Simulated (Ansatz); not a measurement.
Crystal: CrBr2.

```
Br Cr
1.0
     3.74467   -1.83106    0.00000
     3.74467    1.83106    0.00000
    -0.72685    0.00000    6.46595
Br Cr
2 1
Direct
  0.35423 0.35423 0.76677
  0.64577 0.64577 0.23323
  0.00000 0.00000 0.00000
```

The cell is a database's computed one.

| Quantity | Value |
| --- | --- |
| Program | Ansatz 0.2.0 |
| Task | relaxation of cell and atoms |
| Functional | RPBE |
| Dispersion | D3(BJ) |
| Potentials or basis | Ansatz PAW |
| Cutoff | 420 eV (not typed: the program's choice for these potentials) |
| k mesh | 8 × 8 × 4 |
| Occupations | fermi-dirac, width 0.05 eV |
| Spin | collinear spin, ferromagnetic start |
| Starting moments | [0.0, 0.0, 3.0] μB |

At the start: volume 29.56 Å³/atom.

Where does the relaxation end?

It ends after 18 steps and the volume is 20.63 Å³/atom (-30.2 %); space group P-3m1 (No. 164, to 0.05 Å); moment 4.00 μB per cell.

Step by step:
```csv
step,energy change (eV),largest force (eV/Å),volume (Å³)
1,0.0000,0.5797,88.67
2,-0.3042,0.2776,80.67
3,-0.4731,0.2916,74.00
4,-0.5987,0.2146,67.67
5,-0.6388,0.2041,65.46
6,-0.6653,0.1421,63.94
7,-0.6796,0.5933,61.56
8,-0.6798,0.1715,62.69
9,-0.6846,0.1345,62.33
10,-0.6863,0.1143,62.12
11,-0.6878,0.0922,61.88
12,-0.6886,0.0494,62.00
13,-0.6887,0.0899,61.79
14,-0.6891,0.0108,61.92
15,-0.6892,0.0112,61.90
16,-0.6892,0.0131,61.89
17,-0.6892,0.0009,61.89
18,-0.6855,0.0009,61.89
```

Final structure:
```yaml
crystal:
  lattice:
    - [3.03384, -1.75613, 0.16085]
    - [3.03384, 1.75613, 0.16085]
    - [-0.31114, 0.00000, 5.79214]
  atoms:
    - { symbol: Br, position: [0.33328, 0.33328, 0.73448] }
    - { symbol: Br, position: [0.66672, 0.66672, 0.26552] }
    - { symbol: Cr, position: [0.00000, 0.00000, 0.00000] }
```

Caveat: the volume moved by over 15 % at a fixed basis, so the end points are rough; the plane-wave basis is chosen anew once the cell has moved, so the energies of steps on either side of that aren't comparable; the PAW data sets come from PBE, with cores solved anew for the run's functional, which leaves a small shift of forces and pressure.
